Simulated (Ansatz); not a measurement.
# CH₄OSeSi: a ladder of functionals and wavefunction methods

One table from this session's results is given with a row withheld; the runs are named, their logs left out.

The runs use Ansatz 0.2.0, Gaussian basis; functionals in def2-TZVPP, the program's frozen cores in correlated methods.

The runs, in order: PBE-D4, r2SCAN-D4, PBE0-D4, B3LYP-D4, ωB97X-V, ωB97M-V, B2PLYP; CCSD(T)/def2-TZVPP; MP2/def2-QZVPP; extrapolation to the limit.

### Structure used throughout

All runs share one geometry, relaxed beforehand with PBE0-D4 in a triple-zeta def2 set.

SMILES `C1O[SiH2][Se]1`, 8 atoms, charge 0, spin multiplicity 1.

Atoms are counted from 1 here; the program's logs count them from 0.

Bond lengths: C1–O2 1.412 Å, C1–Se4 2.011 Å, C1–H5 1.090 Å, C1–H6 1.090 Å, O2–Si3 1.664 Å, Si3–Se4 2.264 Å, Si3–H7 1.485 Å, Si3–H8 1.485 Å. Angles: O2–C1–Se4 103.8°, O2–C1–H5 111.3°, O2–C1–H6 111.3°, Se4–C1–H5 109.5°, Se4–C1–H6 109.5°, H5–C1–H6 111.2°, C1–O2–Si3 102.1°, O2–Si3–Se4 86.2°, O2–Si3–H7 113.0°, O2–Si3–H8 113.0°, Se4–Si3–H7 117.3°, Se4–Si3–H8 117.3°, H7–Si3–H8 108.6°, C1–Se4–Si3 67.9°.

The first run:

in.yaml

```yaml
crystal:
  periodic: [false, false, false]
  atoms:
    - {symbol: C, position_ang: [-0.353330, 1.127939, -0.207849]}
    - {symbol: O, position_ang: [0.270572, 0.440610, 0.856446]}
    - {symbol: Si, position_ang: [0.390832, -1.103706, 0.249855]}
    - {symbol: Se, position_ang: [-0.605496, -0.289572, -1.612544]}
    - {symbol: H, position_ang: [0.288054, 1.917323, -0.599758]}
    - {symbol: H, position_ang: [-1.325451, 1.520806, 0.090025]}
    - {symbol: H, position_ang: [1.794706, -1.569485, 0.121774]}
    - {symbol: H, position_ang: [-0.367685, -2.101014, 1.046250]}
basis:
  gaussian: {orbitals: def2-TZVPP}
hamiltonian: {xc: pbe, dispersion: d4}
output: {forces: true, orbitals: {seedname: orbitals}}
```

On the command line:

```
> ansatz run in.yaml --threads 4 --pin off --events-out ev --progress --plain --max-ram 10444MiB
```

Steps of the session up to this table: PBE-D4 (GGA); r2SCAN-D4 (meta-GGA); PBE0-D4 (hybrid); B3LYP-D4 (hybrid); ωB97X-V (range-separated); ωB97M-V (range-separated); B2PLYP (double hybrid); CCSD(T) in def2-TZVPP; MP2 in def2-QZVPP.

One of the session's tables, all rows but one given; the rest of the session is left out.

It belongs to the step «Atomisation energies». 

```
            method  atomisation energy (kJ/mol)
            PBE-D4                       2846.1
         r2SCAN-D4                       2806.6
           PBE0-D4                       2790.5
          B3LYP-D4                       2780.3
           ωB97X-V                            ?
           ωB97M-V                       2797.0
            B2PLYP                       2755.0
     HF/def2-TZVPP                       1955.8
    MP2/def2-TZVPP                       2777.4
   CCSD/def2-TZVPP                       2668.4
CCSD(T)/def2-TZVPP                       2719.8
           MP2/CBS                       2866.6
       CCSD(T)/CBS                       2809.0
```

Estimate the missing values for ωB97X-V.

As computed: atomisation energy (kJ/mol): 2813.1. In the column «atomisation energy (kJ/mol)» it lies between CCSD(T)/CBS (2809.0) and PBE-D4 (2846.1).

To keep in mind: Free atoms (1 C, 1 O, 1 Si, 1 Se, 4 H) were run apart at each level; the atomisation energy is their sum less the molecule, without zero-point or spin-orbit terms.
